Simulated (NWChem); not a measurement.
# UPBE0/def2-SVP (core potential) run of InNH2Cl (SMILES [NH2][In][Cl])

What is the vertical ionisation energy of InNH2Cl at UPBE0/def2-SVP (core potential)? 

The calculation is run with NWChem 7.3.0.

2 further runs of the same task are left out: 2 that didn't finish.

## Step 1: The structure to begin with

The species is InNH2Cl (5 atoms), meant as a doublet with charge 0. SMILES: `[NH2][In][Cl]`. Geometry: relaxed at PBE0-D4/def2-TZVP. This is one conformer, not always the lowest.

Bond lengths: N1–In2 2.072 Å, In2–Cl3 2.369 Å, N1–H4 1.015 Å, N1–H5 1.017 Å. Angles: N1–In2–Cl3 113.1°, In2–N1–H4 113.0°, In2–N1–H5 110.3°, H4–N1–H5 107.4°.

## Step 2: A single-point energy at UPBE0/def2-SVP (core potential)

geom.nw

```
start geom
title "ClH2InN"
memory total 2200 mb
charge 0

geometry noautosym nocenter noautoz
  N     -0.142600     0.808600    -0.493900
  In    -0.411600    -1.217800    -0.153300
  Cl     1.391500    -2.211500     1.018700
  H     -0.999700     1.283800    -0.756700
  H      0.212300     1.263200     0.343800
end

basis spherical bse
  * library def2-SVP
end

ecp bse
  In library def2-SVP
end

dft
  xc pbe0
  mult 2
  grid xcoarse
  convergence energy 1e-08
  maxiter 100
  mulliken
  noprint "final vectors analysis"
end

task dft energy
```

Run with:

```
$ nwchem geom.nw > geom.out
```

Log:

```text
[...]
          Wavefunction type:  spin polarized.
          No. of atoms     :     5
          No. of electrons :    47
[...]
          Charge           :     0
          Spin multiplicity:     2
[...]
          AO basis - number of functions:    68
[...]
              XC Information
              --------------
                         PBE0 Method XC Functional
                     Hartree-Fock (Exact) Exchange  0.250
          PerdewBurkeErnzerhof Exchange Functional  0.750
            Perdew 1991 LDA Correlation Functional  1.000 local
           PerdewBurkeErnz. Correlation Functional  1.000 non-local
[...]
 d= 0,ls=0.0,diis     1   -705.8403481124 -8.61D+02  1.25D-02  1.14D-01     0.8
[...]
 d= 0,ls=0.0,diis    11   -705.9151334636 -9.81D-09  8.29D-07  3.03D-09     5.4
[...]
         Total DFT energy =     -705.915133463627
      One electron energy =    -1354.906377963460
           Coulomb energy =      546.733509025192
    Exchange-Corr. energy =      -52.458794265726
 Nuclear repulsion energy =      154.716529740367
[...]
      Total Density - Mulliken Population Analysis
     ---------------------------------------------
    Atom       Charge   Shell Charges
 -----------   ------   -------------------------------------------------------
    1 N    7     7.41   1.99  1.01  0.52  2.33  1.55  0.01
    2 In  21    20.54  -0.60  2.60  1.00  0.39  2.77  3.23  0.76  0.25  9.65  0.48
    3 Cl  17    17.32   2.00  1.99  1.25  0.72  5.93  2.11  3.32  0.01
    4 H    1     0.86   0.71  0.11  0.05
    5 H    1     0.86   0.71  0.11  0.05
[...]
      <S2> =      0.7569 (Exact =     0.7500)
[...]
```

Wall time 6 s (1 thread of Intel Xeon 6975P-C (Granite Rapids), shared host); peak memory 0.11 GiB.

## Step 3: The singlet cation, same level

clh2inn.xyz

```xyz
5

N     -0.142600     0.808600    -0.493900
In    -0.411600    -1.217800    -0.153300
Cl     1.391500    -2.211500     1.018700
H     -0.999700     1.283800    -0.756700
H      0.212300     1.263200     0.343800
```

clh2inn.nw

```
start clh2inn
memory 2200 mb
charge 1
geometry noautosym nocenter noautoz
   load format xyz clh2inn.xyz
end
basis spherical bse
   N library def2-SVP
   In library def2-SVP
   Cl library def2-SVP
   H library def2-SVP
end
ecp bse
   In library def2-SVP
end
dft
   xc pbe0
   grid xcoarse
   convergence energy 1e-08
   maxiter 100
   mulliken
   print low
end
task dft energy
```

Run with:

```
$ nwchem clh2inn.nw > clh2inn.out
```

Log:

```text
[...]
 d= 0,ls=0.0,diis     1   -705.4360240832 -8.60D+02  3.92D-02  1.38D+00     0.7
[...]
 d= 0,ls=0.0,diis    13   -705.6050648782 -5.67D-10  1.93D-07  3.47D-11     5.6
         Total DFT energy =     -705.605064878177
      One electron energy =    -1343.394556026684
           Coulomb energy =      535.209634493805
    Exchange-Corr. energy =      -52.136673085665
 Nuclear repulsion energy =      154.716529740367
[...]
      Total Density - Mulliken Population Analysis
     ---------------------------------------------
    Atom       Charge   Shell Charges
 -----------   ------   -------------------------------------------------------
    1 N    7     7.29   1.99  1.04  0.51  2.30  1.44  0.01
    2 In  21    20.04  -0.60  2.60  0.98  0.14  2.77  3.24  0.66  0.13  9.68  0.46
    3 Cl  17    17.07   2.00  1.99  1.29  0.68  5.93  2.09  3.08  0.01
    4 H    1     0.80   0.69  0.07  0.05
    5 H    1     0.80   0.69  0.06  0.05
[...]
```

It took 6.3 s on 1 thread of Intel Xeon 6975P-C (Granite Rapids), shared host; peak memory 0.11 GiB.

## Step 4: What came out

At UPBE0/def2-SVP (core potential):

| quantity | value |
| --- | --- |
| doublet InNH2Cl: total energy | -705.91513 Eh |
| doublet InNH2Cl: dipole moment | 3.36 D |
| doublet InNH2Cl: ⟨S²⟩ | 0.757 |
| singlet cation: total energy | -705.60506 Eh |
| vertical ionisation energy (to the singlet cation) | 8.437 eV |

Removing an electron at fixed nuclei costs 8.44 eV (814 kJ/mol). Only the singlet of the ionised species was computed; a triplet could lie lower.
